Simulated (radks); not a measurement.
# Se in [Ar] 3d10 4s2 4p4: an all-electron calculation

One table from this session's results is given with a row withheld; the runs are named, their logs left out.

Method: scalar-relativistic Kohn-Sham, PBE, spin-unpolarised, spherical densities, point nucleus. Code: radks (a radial shooting solver on a logarithmic mesh, Libxc functionals) version 1.

### What is computed

| Property | Result |
| --- | --- |
| element | selenium (Z = 34) |
| charge | 0 |
| electrons | 34 |
| configuration | [Ar] 3d10 4s2 4p4 |

Outer shells as boxes (Hund's rule):

Se
```
[Ar] core
3d [↑↓][↑↓][↑↓][↑↓][↑↓]
4s [↑↓]
4p [↑↓][↑ ][↑ ]
```

Set-up of the first run:

The run's settings:

```text
Z 34
configuration [Ar] 3d10 4s2 4p4 5s0 4d0
relativity scalar-relativistic
functional pbe,pbe
spin unpolarised
nucleus point
c 137.035999084
```

The run is started by

```sh
> python run_ks.py task.json out
```

All runs below come from this command, one after another.

One of the session's tables, all rows but one given; the rest of the session is left out.

It belongs to the step «Shells». From the orbitals of this run (lengths in bohr):

```
level      <r>  outermost maximum (interpolated)  90 % within  nodes
   1s  0.04408                            0.0288       0.0788      0
   2s   0.1959                             0.164        0.303      1
   2p   0.1711                             0.132        0.279      0
   3s        ?                                 ?            ?      ?
   3p   0.5896                             0.500        0.902      1
   3d   0.6306                             0.453         1.05      0
   4s    1.795                              1.51         2.69      3
   4p    2.302                              1.81         3.59      2
```

Q: Estimate the row for 3s from the others.

As computed: <r>: 0.5740; outermost maximum (interpolated): 0.502; 90 % within: 0.856; nodes: 2. In the column «<r>» it lies between 2s (0.1959) and 3p (0.5896).

Limits of these values: Spin polarisation and multiplet splitting are left out.
